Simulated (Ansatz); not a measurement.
# Cl₃FH₂O₂W: small, medium and large basis sets

Aim: see how fast density functionals converge with the basis set for Cl₃FH₂O₂W.

Computed with Ansatz 0.2.0, Gaussian basis. Level: one geometry, several basis sets.

Levels to be run: PBE0-D4/def2-SVP; ωB97M-V/def2-SVP; PBE0-D4/def2-QZVPP; ωB97M-V/def2-QZVPP; the functionals' def2-TZVPP values are taken from earlier runs.

## 1. The relaxed structure

The geometry comes from an earlier relaxation with PBE0-D4 in a triple-zeta def2 set; it is a stationary point, not always the lowest conformer. W takes the def2 core potential; no spin-orbit term is included.

9 atoms, charge 0, spin multiplicity 1.

Atoms are counted from 1 here; the program's logs count them from 0.

Bond lengths: O1–W2 1.850 Å, O1–H8 0.961 Å, W2–O3 1.850 Å, W2–F4 1.901 Å, W2–Cl5 2.316 Å, W2–Cl6 2.271 Å, W2–Cl7 2.314 Å, O3–H9 0.961 Å. Angles: W2–O1–H8 129.9°, O1–W2–O3 164.9°, O1–W2–F4 82.4°, O1–W2–Cl5 89.9°, O1–W2–Cl6 97.6°, O1–W2–Cl7 90.2°, O3–W2–F4 82.4°, O3–W2–Cl5 89.9°, O3–W2–Cl6 97.6°, O3–W2–Cl7 90.2°, F4–W2–Cl5 90.4°, F4–W2–Cl6 180.0°, F4–W2–Cl7 90.4°, Cl5–W2–Cl6 89.6°, Cl5–W2–Cl7 179.3°, Cl6–W2–Cl7 89.6°, W2–O3–H9 129.9°.

Geometry (Å):

```
O    -1.6788   -0.7193    0.1629
W    -0.0466    0.1508    0.1866
O     1.6796    0.7179   -0.1600
F     0.3329   -1.0551   -1.2328
Cl   -0.8566    1.7029   -1.3296
Cl   -0.5003    1.5921    1.8824
Cl    0.7567   -1.3808    1.7237
H    -1.9931   -1.4242   -0.4099
H     2.3062    0.4157   -0.8233
```

## 2. PBE0-D4 in def2-SVP

File in.yaml:

```yaml
crystal:
  periodic: [false, false, false]
  atoms:
    - {symbol: O, position_ang: [-1.678766, -0.719263, 0.162934]}
    - {symbol: W, position_ang: [-0.046595, 0.150822, 0.186605]}
    - {symbol: O, position_ang: [1.679621, 0.717927, -0.160022]}
    - {symbol: F, position_ang: [0.332925, -1.055144, -1.232849]}
    - {symbol: Cl, position_ang: [-0.856572, 1.702926, -1.329635]}
    - {symbol: Cl, position_ang: [-0.500331, 1.592054, 1.882420]}
    - {symbol: Cl, position_ang: [0.756667, -1.380840, 1.723708]}
    - {symbol: H, position_ang: [-1.993142, -1.424168, -0.409876]}
    - {symbol: H, position_ang: [2.306174, 0.415687, -0.823286]}
basis:
  gaussian: {orbitals: def2-SVP}
hamiltonian: {xc: pbe0, dispersion: d4}
output: {orbitals: {seedname: orbitals}}
```

Launch:

```
> ansatz run in.yaml --threads 4 --pin off --events-out ev --progress --plain --max-ram 11315MiB
```

The runs that follow: ωB97M-V in def2-SVP; PBE0-D4 in def2-QZVPP; ωB97M-V in def2-QZVPP.

Q: Predict the results of all the runs planned. Wanted: PBE0-D4: double and triple zeta above quadruple; ωB97M-V: double and triple zeta above quadruple.

**Answer**, as computed:

| quantity | value |
| --- | --- |
| PBE0-D4: double and triple zeta above quadruple | 23.58, 1.49 eV |
| ωB97M-V: double and triple zeta above quadruple | 23.56, 1.42 eV |

For PBE0-D4 the step from double to triple zeta gains 22.08 eV and the next only 1.49 eV. Total energies overstate the basis error of differences, where much of it tends to cancel.
